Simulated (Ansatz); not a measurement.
# C₂H₈BFO: small, medium and large basis sets

How large a basis does C₂H₈BFO need? Two functionals are run in growing sets.

Program: Ansatz 0.2.0, Gaussian basis. Level of theory: one geometry, several basis sets. These are calculated values, not measurements.

Levels to be run: PBE0-D4/def2-SVP; ωB97M-V/def2-SVP; PBE0-D4/def2-QZVPP; ωB97M-V/def2-QZVPP; the functionals' def2-TZVPP values are taken from earlier runs.

### Step 1. Structure used throughout

An earlier PBE0-D4 in a triple-zeta def2 set relaxation fixed the geometry.

SMILES `C[B-](C)([OH2+])F`, 13 atoms, charge 0, spin multiplicity 1.

Atoms are counted from 1 here; the program's logs count them from 0.

Bond lengths: C1–B2 1.584 Å, C1–H6 1.093 Å, C1–H7 1.095 Å, C1–H8 1.096 Å, B2–C3 1.584 Å, B2–O4 1.883 Å, B2–F5 1.380 Å, C3–H9 1.093 Å, C3–H10 1.096 Å, C3–H11 1.095 Å, O4–H12 0.965 Å, O4–H13 0.965 Å. Angles: B2–C1–H6 112.8°, B2–C1–H7 108.9°, B2–C1–H8 113.0°, H6–C1–H7 107.0°, H6–C1–H8 108.4°, H7–C1–H8 106.3°, C1–B2–C3 121.5°, C1–B2–O4 100.7°, C1–B2–F5 115.1°, C3–B2–O4 100.7°, C3–B2–F5 115.1°, O4–B2–F5 97.6°, B2–C3–H9 112.8°, B2–C3–H10 113.0°, B2–C3–H11 108.9°, H9–C3–H10 108.5°, H9–C3–H11 107.0°, H10–C3–H11 106.3° and more.

Coordinates:

```xyz
13

C    -1.4273    0.0564   -0.5320
B     0.1472    0.0943   -0.3677
C     0.9628   -1.1838    0.0894
O     0.3115    1.1778    1.1629
F     0.8075    0.9249   -1.2499
H    -1.9325   -0.3956    0.3250
H    -1.6775   -0.5513   -1.4084
H    -1.8636    1.0455   -0.7095
H     0.5298   -1.6723    0.9657
H     2.0165   -0.9680    0.2979
H     0.9550   -1.9184   -0.7231
H     1.2593    1.3292    1.2581
H    -0.0680    2.0267    0.9064
```

### Step 2. PBE0-D4 in def2-SVP

File in.yaml:

```yaml
crystal:
  periodic: [false, false, false]
  atoms:
    - {symbol: C, position_ang: [-1.427334, 0.056377, -0.531985]}
    - {symbol: B, position_ang: [0.147194, 0.094288, -0.367695]}
    - {symbol: C, position_ang: [0.962803, -1.183841, 0.089426]}
    - {symbol: O, position_ang: [0.311523, 1.177822, 1.162933]}
    - {symbol: F, position_ang: [0.807455, 0.924899, -1.249901]}
    - {symbol: H, position_ang: [-1.932492, -0.395595, 0.325020]}
    - {symbol: H, position_ang: [-1.677540, -0.551252, -1.408366]}
    - {symbol: H, position_ang: [-1.863626, 1.045466, -0.709533]}
    - {symbol: H, position_ang: [0.529828, -1.672290, 0.965727]}
    - {symbol: H, position_ang: [2.016456, -0.968030, 0.297873]}
    - {symbol: H, position_ang: [0.955033, -1.918435, -0.723066]}
    - {symbol: H, position_ang: [1.259309, 1.329216, 1.258138]}
    - {symbol: H, position_ang: [-0.068007, 2.026675, 0.906430]}
basis:
  gaussian: {orbitals: def2-SVP}
hamiltonian: {xc: pbe0, dispersion: d4}
output: {orbitals: {seedname: orbitals}}
```

On the command line:

```sh
$ ansatz run in.yaml --threads 4 --pin off --events-out ev --progress --plain --max-ram 10444MiB
```

The runs that follow: ωB97M-V in def2-SVP; PBE0-D4 in def2-QZVPP; ωB97M-V in def2-QZVPP.

**Question.** What will the summary of the whole plan be? Wanted: PBE0-D4: double and triple zeta above quadruple; ωB97M-V: double and triple zeta above quadruple.

**Answer**, as computed:

| quantity | value |
| --- | --- |
| PBE0-D4: double and triple zeta above quadruple | 9.37, 0.42 eV |
| ωB97M-V: double and triple zeta above quadruple | 9.68, 0.40 eV |

In words: PBE0-D4 gains 8.95 eV from double to triple zeta, then 0.42 eV more. Total energies overstate the basis error of differences, where much of it tends to cancel. The LUMO of ωB97M-V is positive and keeps falling with the basis (2.35 to 0.98 eV): an unbound level that the basis holds in place.
